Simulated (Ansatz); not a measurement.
# AlF3H4OSi: the cost of one run

Program: Ansatz 0.2.0. Level of theory: RKS B3LYP/def2-SVP. These are calculated values, not measurements.

### 1 Starting point

Bond lengths: Al1–F2 2.110 Å, Al1–F3 1.629 Å, Al1–F4 1.631 Å, Al1–O6 2.177 Å, O6–Si7 1.627 Å, Si7–H8 1.462 Å, Si7–H9 1.464 Å, Si7–H10 1.461 Å. Angles: F2–Al1–F3 111.6°, F2–Al1–F4 112.2°, F2–Al1–O6 68.3°, F3–Al1–F4 126.5°, F3–Al1–O6 111.3°, F4–Al1–O6 112.3°, Al1–O6–Si7 164.8°, O6–Si7–H8 107.5°, O6–Si7–H9 104.3°, O6–Si7–H10 106.9°, H8–Si7–H9 112.2°, H8–Si7–H10 112.2°, H9–Si7–H10 113.0°.

As a file:

```xyz
10

Al    0.0532   -1.9448    0.2677
F     1.8248   -1.1828   -0.5877
F    -0.8309   -2.7742   -0.8203
F     0.2379   -2.3078    1.8466
H     1.0448   -0.2774   -0.4403
O    -0.0770    0.2004   -0.0766
Si   -0.4903    1.7736   -0.0454
H     0.1418    2.3723    1.1296
H     0.0444    2.3122   -1.2972
H    -1.9485    1.8285    0.0236
```

### 2 A restrained relaxation towards end A

Springs on the bonds that form and break draw the guess towards this end; the thresholds are loose.

Contents of input.yaml:

```yaml
crystal:
  periodic: [false, false, false]
  atoms:
    - { symbol: Al, position_ang: [0.0532, -1.9448, 0.2677] }
    - { symbol: F, position_ang: [1.8248, -1.1828, -0.5877] }
    - { symbol: F, position_ang: [-0.8309, -2.7742, -0.8203] }
    - { symbol: F, position_ang: [0.2379, -2.3078, 1.8466] }
    - { symbol: H, position_ang: [1.0448, -0.2774, -0.4403] }
    - { symbol: O, position_ang: [-0.077, 0.2004, -0.0766] }
    - { symbol: Si, position_ang: [-0.4903, 1.7736, -0.0454] }
    - { symbol: H, position_ang: [0.1418, 2.3723, 1.1296] }
    - { symbol: H, position_ang: [0.0444, 2.3122, -1.2972] }
    - { symbol: H, position_ang: [-1.9485, 1.8285, 0.0236] }
basis:
  gaussian: { orbitals: def2-SVP }
hamiltonian:
  xc: b3lyp
relax:
  f_tol: 0.15
  max_steps: 25
  restrain:
    - { distance: [0, 5], at: 3.17, k: 30.0 }
    - { distance: [4, 1], at: 2.18, k: 30.0 }
    - { distance: [0, 1], at: 1.78, k: 30.0 }
    - { distance: [4, 5], at: 0.97, k: 30.0 }
```

The run is started by

```bash
$ ansatz run input.yaml --threads 2 --pin off --max-ram 3072MiB --backend cpu --events-out ev --progress --plain --runs-dir out
```

**Question.** How long does this run take on 2 threads of Arm Neoverse V2, shared host, and how much memory does it need?

About 27 s, with a peak of 0.25 GiB.
